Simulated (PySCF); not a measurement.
**C₄H₄BFO: electronic excitations at several levels of theory**

Aim: compute the electronic excitations of C₄H₄BFO (`Bc1ccc(F)o1`) at several levels, and see how far they spread and what each costs.

Computed with PySCF 2.14.0, with density-fitted response routines of our own, on a single molecule in the gas phase. Atoms are numbered from 0 throughout.

## Step 1: The starting structure

11 atoms, charge 0, multiplicity 1; geometry from: GFN2-xTB. The atoms were then displaced at random by about 0.01 Å, so the start is not that level's minimum.

Bonds of the start (Å): B0–C1 1.55, C1–C2 1.39, C2–C3 1.35, C3–C4 1.38, C4–F5 1.32, C4–O6 1.33, O6–C1 1.36, B0–H7 1.14, B0–H8 1.18, C2–H9 1.08, C3–H10 1.10.

## Step 2: Geometry optimisation at PBE0-D3(BJ)/def2-SVP

The job: settings as JSON, then the geometry in Å.

```
{"job": {"xc": "PBE0", "basis": "def2-SVP", "d3": "d3bj", "grid": 1, "shake": 0.01, "kind": "geom"}, "charge": 0, "multiplicity": 1}
B      2.138040    -0.318480    -0.097900
C      0.601720    -0.134660    -0.042610
C     -0.202920     0.976320     0.205300
C     -1.496360     0.583790     0.147260
C     -1.468390    -0.757980    -0.151980
F     -2.448450    -1.622170    -0.318610
O     -0.222440    -1.200620    -0.259320
H      2.596230    -1.331420    -0.341950
H      2.782860     0.649770     0.109570
H      0.177590     1.962220     0.431440
H     -2.419760     1.167390     0.303150
```

The run is started by

```sh
$ OMP_NUM_THREADS=1 python probes_run.py task.json out
```

This one command runs all jobs of the session in turn.

Log:

```text
step   0  E = -354.05222001  max force = 0.069531
step   1  E = -354.05205598  max force = 0.020020
step   2  E = -354.05735428  max force = 0.011033
step   3  E = -354.05967597  max force = 0.007212
step   4  E = -354.05999265  max force = 0.007332
step   5  E = -354.06026398  max force = 0.002779
step   6  E = -354.06042339  max force = 0.001187
step   7  E = -354.06043972  max force = 0.000227
step   8  E = -354.06044335  max force = 0.000281
optimisation converged
```

It took 48 s on 1 thread of Arm Neoverse V1, shared host; peak memory 0.5 GiB.

Step by step: (the energy doesn't fall at every step)

```tsv
step	energy from step 0 (eV)	largest force component (eV/Å)
0	0.0000	3.5754
1	0.0045	1.0295
2	-0.1397	0.5673
3	-0.2029	0.3709
4	-0.2115	0.3770
5	-0.2189	0.1429
6	-0.2232	0.0610
7	-0.2237	0.0117
8	-0.2238	0.0144
```

Distances of close pairs at the start and the end, largest changes first:

```tsv
bond	before (Å)	after (Å)	change (Å)
B0–H7	1.138	1.206	+0.068
C2–C3	1.353	1.412	+0.059
B0–C1	1.548	1.508	-0.040
C1–O6	1.365	1.394	+0.029
B0–H8	1.182	1.208	+0.026
C4–O6	1.327	1.307	-0.019
C4–F5	1.317	1.299	-0.018
C3–H10	1.103	1.086	-0.017
```

The end geometry stands in the next job.

```tsv
at the end point	value
point group (found at 0.08 Å tolerance)	Cs
rotational constants (GHz, main isotopes)	6.699, 2.246, 1.682
dipole moment (D)	2.23
```

## Step 3: Excited states and response: PBE0/def2-SVP

The job: settings as JSON, then the geometry in Å.

```
{"job": {"kind": "uv", "xc": "PBE0", "basis": "def2-SVP"}, "charge": 0, "multiplicity": 1}
B      1.834939     0.113399    -1.081007
C      0.537473    -0.007058    -0.322286
C     -0.150727     0.876169     0.495885
C     -1.336051     0.249939     0.940303
C     -1.284390    -0.989301     0.352939
F     -2.118212    -1.983731     0.415740
O     -0.220229    -1.175430    -0.383289
H      2.247458    -0.793740    -1.760230
H      2.446820     1.150427    -0.987755
H      0.190285     1.881456     0.738525
H     -2.120348     0.628745     1.589304
```

Level: TDDFT PBE0/def2-SVP, vertical, gas phase, core orbitals frozen in the response.

Log:

```text
coarse grid: 10088 points
cycle   1  E = -353.9062466324  dE =  1.260e+00  |g| = 6.410e-01  |ddm| = 3.767e+00
cycle   2  E = -353.7988204359  dE =  1.074e-01  |g| = 9.832e-01  |ddm| = 1.330e+00
cycle   3  E = -353.9942184180  dE = -1.954e-01  |g| = 1.084e-01  |ddm| = 8.492e-01
cycle   4  E = -353.9961098749  dE = -1.891e-03  |g| = 6.171e-02  |ddm| = 1.515e-01
cycle   5  E = -353.9969917309  dE = -8.819e-04  |g| = 1.437e-02  |ddm| = 7.166e-02
cycle   6  E = -353.9970417741  dE = -5.004e-05  |g| = 5.740e-03  |ddm| = 1.992e-02
cycle   7  E = -353.9970486564  dE = -6.882e-06  |g| = 1.424e-03  |ddm| = 5.801e-03
final grid: 100344 points
cycle   8  E = -354.0530079463  dE = -1.712e-05  |g| = 8.490e-03  |ddm| = 2.342e-02
cycle   9  E = -354.0529819628  dE =  2.598e-05  |g| = 1.424e-02  |ddm| = 1.646e-02
cycle  10  E = -354.0530221368  dE = -4.017e-05  |g| = 1.405e-03  |ddm| = 1.117e-02
cycle  11  E = -354.0530226560  dE = -5.192e-07  |g| = 2.388e-04  |ddm| = 1.637e-03
cycle  12  E = -354.0530226675  dE = -1.151e-08  |g| = 6.876e-05  |ddm| = 2.600e-04
cycle  13  E = -354.0530226684  dE = -8.910e-10  |g| = 2.008e-05  |ddm| = 7.569e-05
converged SCF energy = -354.0530226684

Static polarisability (au): isotropic 59.086, principal 29.788 56.412 91.057

Singlet excitations
state   eV       nm        f      main configurations
  1   4.9047    252.8   0.38198   H->L 0.97
  2   5.7421    215.9   0.00019   H-2->L 0.99
  3   6.1023    203.2   0.03667   H-1->L 0.93
  4   6.4257    193.0   0.00391   H-3->L 0.99
  5   7.4941    165.4   0.09277   H->L+1 0.91
  6   8.0566    153.9   0.00095   H-4->L 0.95
  7   8.1610    151.9   0.00242   H->L+3 0.95
  8   8.2102    151.0   0.02484   H->L+2 0.71, H-1->L+1 0.25
  9   8.4627    146.5   0.00390   H-5->L 0.94
 10   8.6303    143.7   0.00103   H->L+4 0.88

Triplet excitations (Tamm-Dancoff, eV): 3.1012 4.8598 5.1715 5.5736
```

Run time: 13 s. Hardware: 1 thread of Arm Neoverse V1, shared host; peak memory 0.61 GiB.

The orbitals next to the gap, with their largest atomic shares:

```tsv
orbital	eV	atoms
HOMO−3	-10.10	B0 37 %, C1 23 %, H8 16 %
HOMO−2	-9.37	B0 46 %, H7 26 %, H8 20 %
HOMO−1	-8.88	C2 36 %, C3 32 %, O6 24 %
HOMO	-7.22	C1 34 %, C4 22 %, C3 18 %
LUMO	-1.91	B0 51 %, C2 21 %, C4 12 %
LUMO+1	0.96	C4 32 %, C3 27 %, B0 13 %
LUMO+2	2.03	C1 30 %, C2 25 %, B0 23 %
```

With each of the 10 states as a Gaussian band of 0.4 eV half-width at 1/e, the curve within the window shown has maxima at 253 nm (ε 15,000), 203 nm (ε 1,600), 165 nm (ε 3,800) L/(mol cm). Beyond the last state computed it falls off for lack of states. The curve at chosen wavelengths:

(nm, ε (L/mol/cm)): (139, 106), (145, 704), (151, 1397), (157, 1991), (163, 3570), (169, 3273), (175, 1378), (181, 388), (187, 408), (193, 922), (199, 1457), (205, 1537), (211, 1164), (216, 872), (222, 1123), (228, 2650), (234, 5791), (240, 9984), (246, 13716), (252, 15434), (258, 14600), (264, 11882), (270, 8486), (276, 5413), (282, 3131), (288, 1664)

Further results of this job:

```tsv
property	computed
dipole moment (D)	2.23
polarisability (Å³)	8.76
HOMO–LUMO gap (eV)	5.30
−ε(HOMO) (eV)	7.22
```

## Step 4: Ultraviolet spectrum: PBE0/def2-TZVP

Same as in step 3 but for these lines:

```diff
@@ -1,2 +1,2 @@
-{"job": {"kind": "uv", "xc": "PBE0", "basis": "def2-SVP"}, "charge": 0, "multiplicity": 1}
+{"job": {"kind": "uv", "xc": "PBE0", "basis": "def2-TZVP"}, "charge": 0, "multiplicity": 1}
 B      1.834939     0.113399    -1.081007
```

With the program's defaults for keys left out, this is: TDDFT PBE0/def2-TZVP, vertical, gas phase, core orbitals frozen in the response.

Log:

```text
coarse grid: 10088 points
cycle   1  E = -354.3715812105  dE =  1.309e+00  |g| = 6.554e-01  |ddm| = 3.350e+00
cycle   2  E = -354.2577395834  dE =  1.138e-01  |g| = 1.027e+00  |ddm| = 1.026e+00
cycle   3  E = -354.4561852700  dE = -1.984e-01  |g| = 1.243e-01  |ddm| = 6.288e-01
cycle   4  E = -354.4586369037  dE = -2.452e-03  |g| = 6.817e-02  |ddm| = 1.534e-01
cycle   5  E = -354.4596445925  dE = -1.008e-03  |g| = 1.739e-02  |ddm| = 6.493e-02
cycle   6  E = -354.4597163674  dE = -7.177e-05  |g| = 6.170e-03  |ddm| = 1.664e-02
cycle   7  E = -354.4597235716  dE = -7.204e-06  |g| = 1.878e-03  |ddm| = 4.918e-03
final grid: 100344 points
cycle   8  E = -354.4526519352  dE = -5.249e-05  |g| = 8.293e-03  |ddm| = 7.427e-02
cycle   9  E = -354.4526288408  dE =  2.309e-05  |g| = 1.370e-02  |ddm| = 1.252e-02
cycle  10  E = -354.4526639296  dE = -3.509e-05  |g| = 1.600e-03  |ddm| = 8.369e-03
cycle  11  E = -354.4526645336  dE = -6.040e-07  |g| = 4.362e-04  |ddm| = 1.521e-03
cycle  12  E = -354.4526645749  dE = -4.127e-08  |g| = 1.135e-04  |ddm| = 3.062e-04
cycle  13  E = -354.4526645775  dE = -2.575e-09  |g| = 2.557e-05  |ddm| = 1.148e-04
cycle  14  E = -354.4526645776  dE = -1.212e-10  |g| = 6.708e-06  |ddm| = 2.744e-05
converged SCF energy = -354.4526645776

Static polarisability (au): isotropic 66.198, principal 38.279 62.688 97.629

Singlet excitations
state   eV       nm        f      main configurations
  1   4.7962    258.5   0.37346   H->L 0.97
  2   5.7534    215.5   0.00030   H-2->L 0.99
  3   6.0190    206.0   0.03060   H-1->L 0.93
  4   6.4139    193.3   0.00435   H-3->L 0.99
  5   7.2506    171.0   0.08290   H->L+1 0.92
  6   7.3646    168.4   0.00623   H->L+2 0.94
  7   7.7890    159.2   0.00709   H->L+4 0.93
  8   7.8647    157.6   0.02921   H->L+3 0.78, H-1->L+1 0.19
  9   8.0316    154.4   0.00087   H-4->L 0.96
 10   8.2402    150.5   0.03771   H->L+5 0.95

Triplet excitations (Tamm-Dancoff, eV): 3.0467 4.8197 5.1866 5.4620
```

It took 39 s on 1 thread of Arm Neoverse V1, shared host; peak memory 0.95 GiB.

This run: HOMO -7.20 eV, LUMO -1.95 eV; lowest singlet 4.80 eV.

## Step 5: Ultraviolet spectrum: PBE0/aug-cc-pVDZ

Same as in step 4 but for these lines:

```diff
@@ -1,2 +1,2 @@
-{"job": {"kind": "uv", "xc": "PBE0", "basis": "def2-TZVP"}, "charge": 0, "multiplicity": 1}
+{"job": {"kind": "uv", "xc": "PBE0", "basis": "aug-cc-pVDZ"}, "charge": 0, "multiplicity": 1}
 B      1.834939     0.113399    -1.081007
```

Level: TDDFT PBE0/aug-cc-pVDZ, vertical, gas phase, core orbitals frozen in the response.

Log:

```text
coarse grid: 10088 points
cycle   1  E = -354.2673160600  dE =  1.342e+00  |g| = 6.093e-01  |ddm| = 1.098e+01
cycle   2  E = -354.1588396671  dE =  1.085e-01  |g| = 9.616e-01  |ddm| = 3.422e+00
cycle   3  E = -354.3475472152  dE = -1.887e-01  |g| = 1.131e-01  |ddm| = 1.922e+00
cycle   4  E = -354.3497305543  dE = -2.183e-03  |g| = 6.070e-02  |ddm| = 3.672e-01
cycle   5  E = -354.3505777044  dE = -8.472e-04  |g| = 1.505e-02  |ddm| = 1.370e-01
cycle   6  E = -354.3506332271  dE = -5.552e-05  |g| = 5.994e-03  |ddm| = 5.287e-02
cycle   7  E = -354.3506404967  dE = -7.270e-06  |g| = 1.583e-03  |ddm| = 1.319e-02
final grid: 100344 points
cycle   8  E = -354.3584499757  dE = -2.508e-05  |g| = 8.033e-03  |ddm| = 1.975e-01
cycle   9  E = -354.3584276686  dE =  2.231e-05  |g| = 1.330e-02  |ddm| = 4.628e-02
cycle  10  E = -354.3584632313  dE = -3.556e-05  |g| = 1.521e-03  |ddm| = 2.175e-02
cycle  11  E = -354.3584638333  dE = -6.020e-07  |g| = 3.081e-04  |ddm| = 4.516e-03
cycle  12  E = -354.3584638530  dE = -1.965e-08  |g| = 8.663e-05  |ddm| = 9.476e-04
cycle  13  E = -354.3584638542  dE = -1.279e-09  |g| = 2.454e-05  |ddm| = 1.940e-04
cycle  14  E = -354.3584638543  dE = -1.177e-10  |g| = 7.758e-06  |ddm| = 8.735e-05
converged SCF energy = -354.3584638543

Static polarisability (au): isotropic 69.124, principal 42.155 65.346 99.870

Singlet excitations
state   eV       nm        f      main configurations
  1   4.7798    259.4   0.36921   H->L 0.97
  2   5.7339    216.2   0.00033   H-2->L 0.99
  3   5.9927    206.9   0.02916   H-1->L 0.92
  4   6.1529    201.5   0.00008   H->L+1 0.95
  5   6.4180    193.2   0.00468   H-3->L 0.99
  6   6.7130    184.7   0.00471   H->L+2 0.90
  7   6.9464    178.5   0.02408   H->L+4 0.62, H->L+3 0.27
  8   6.9522    178.3   0.02944   H->L+3 0.68, H->L+4 0.25
  9   7.3776    168.1   0.07488   H->L+5 0.85
 10   7.4487    166.5   0.00023   H->L+6 0.85

Triplet excitations (Tamm-Dancoff, eV): 3.0456 4.8060 5.1636 5.4123
```

It took 30 s on 1 thread of Arm Neoverse V1, shared host; peak memory 0.84 GiB.

Key values: HOMO -7.21 eV, LUMO -1.98 eV; lowest singlet 4.78 eV.

## Step 6: TDDFT and polarisability: PBE0/6-31+G*

Same as in step 5 but for these lines:

```diff
@@ -1,2 +1,2 @@
-{"job": {"kind": "uv", "xc": "PBE0", "basis": "aug-cc-pVDZ"}, "charge": 0, "multiplicity": 1}
+{"job": {"kind": "uv", "xc": "PBE0", "basis": "6-31+G*"}, "charge": 0, "multiplicity": 1}
 B      1.834939     0.113399    -1.081007
```

Level: TDDFT PBE0/6-31+G*, vertical, gas phase, core orbitals frozen in the response.

Log:

```text
coarse grid: 10088 points
cycle   1  E = -354.2854182093  dE =  1.332e+00  |g| = 5.984e-01  |ddm| = 4.182e+00
cycle   2  E = -354.1850924947  dE =  1.003e-01  |g| = 9.322e-01  |ddm| = 2.100e+00
cycle   3  E = -354.3648763654  dE = -1.798e-01  |g| = 1.068e-01  |ddm| = 1.143e+00
cycle   4  E = -354.3667880817  dE = -1.912e-03  |g| = 5.882e-02  |ddm| = 2.042e-01
cycle   5  E = -354.3675824956  dE = -7.944e-04  |g| = 1.444e-02  |ddm| = 1.090e-01
cycle   6  E = -354.3676331430  dE = -5.065e-05  |g| = 5.705e-03  |ddm| = 2.694e-02
cycle   7  E = -354.3676397608  dE = -6.618e-06  |g| = 1.490e-03  |ddm| = 7.208e-03
final grid: 100344 points
cycle   8  E = -354.3234764269  dE = -1.511e-05  |g| = 8.265e-03  |ddm| = 5.969e-02
cycle   9  E = -354.3234533934  dE =  2.303e-05  |g| = 1.361e-02  |ddm| = 2.162e-02
cycle  10  E = -354.3234902727  dE = -3.688e-05  |g| = 1.506e-03  |ddm| = 1.444e-02
cycle  11  E = -354.3234908615  dE = -5.888e-07  |g| = 2.841e-04  |ddm| = 2.342e-03
cycle  12  E = -354.3234908779  dE = -1.635e-08  |g| = 7.596e-05  |ddm| = 3.266e-04
cycle  13  E = -354.3234908788  dE = -9.499e-10  |g| = 2.248e-05  |ddm| = 1.137e-04
converged SCF energy = -354.3234908788

Static polarisability (au): isotropic 64.892, principal 36.476 62.430 95.772

Singlet excitations
state   eV       nm        f      main configurations
  1   4.8321    256.6   0.37561   H->L 0.97
  2   5.8103    213.4   0.00037   H-2->L 0.99
  3   6.0521    204.9   0.03344   H-1->L 0.92
  4   6.3264    196.0   0.00135   H->L+1 0.96
  5   6.4680    191.7   0.00410   H-3->L 0.98
  6   6.9412    178.6   0.00879   H->L+3 0.91
  7   7.1020    174.6   0.03993   H->L+2 0.94
  8   7.1665    173.0   0.02542   H->L+4 0.90
  9   7.5225    164.8   0.07032   H->L+5 0.84, H-1->L+2 0.09
 10   7.7354    160.3   0.00020   H->L+6 0.64, H->L+7 0.30

Triplet excitations (Tamm-Dancoff, eV): 3.0818 4.8385 5.2799 5.4690
```

Run time: 16 s. Hardware: 1 thread of Arm Neoverse V1, shared host; peak memory 0.69 GiB.

Key values: HOMO -7.23 eV, LUMO -1.95 eV; lowest singlet 4.83 eV.

## Step 7: Comparing the runs: electronic excitations

Excitations and ground-state properties, with basis size and wall time:

```tsv
run	lowest singlet (eV)	brightest (eV)	f	gap (eV)	α (Å³)	μ (D)	functions	time
PBE0/def2-SVP	4.90	4.90	0.382	5.30	8.76	2.23	118	13 s
PBE0/def2-TZVP	4.80	4.80	0.373	5.24	9.81	2.26	241	39 s
PBE0/aug-cc-pVDZ	4.78	4.78	0.369	5.23	10.24	2.28	197	30 s
PBE0/6-31+G*	4.83	4.83	0.376	5.27	9.62	2.32	134	16 s
```

## Step 8: Results

| quantity | value |
| --- | --- |
| point group | Cs |
| rotational constants (main isotopes) | 6.70, 2.25, 1.68 GHz |
| lowest singlet (PBE0/def2-SVP) | 4.90 eV (253 nm), f = 0.382 |
| lowest triplet | 3.10 eV |
| range of the lowest singlet | 4.78 to 4.90 eV |

Single values in the summary come from the first sound run of each kind (PBE0/def2-SVP), which need not be the best level. The start of the PBE0/def2-SVP relaxation was shaken at random by about 0.01 Å, so part of the energy gained, and of the first lengths quoted, undoes that. The optimisation took 8 steps and gained 0.224 eV; among the close pairs (by a distance rule), B0–H7 changed most, from 1.138 to 1.206 Å. No frequency check was run at this level, so the end point may be a saddle. The lowest singlet, at 4.90 eV, is HOMO→LUMO 0.97 and is bright. The lowest triplet lies 1.80 eV below the lowest singlet (triplets in Tamm-Dancoff, singlets in full TDDFT). The lowest singlet runs from 4.78 eV (PBE0/aug-cc-pVDZ) to 4.90 eV (PBE0/def2-SVP), while the orbital gap spans 5.23 to 5.30 eV. The lowest state need not be the same one in every run.
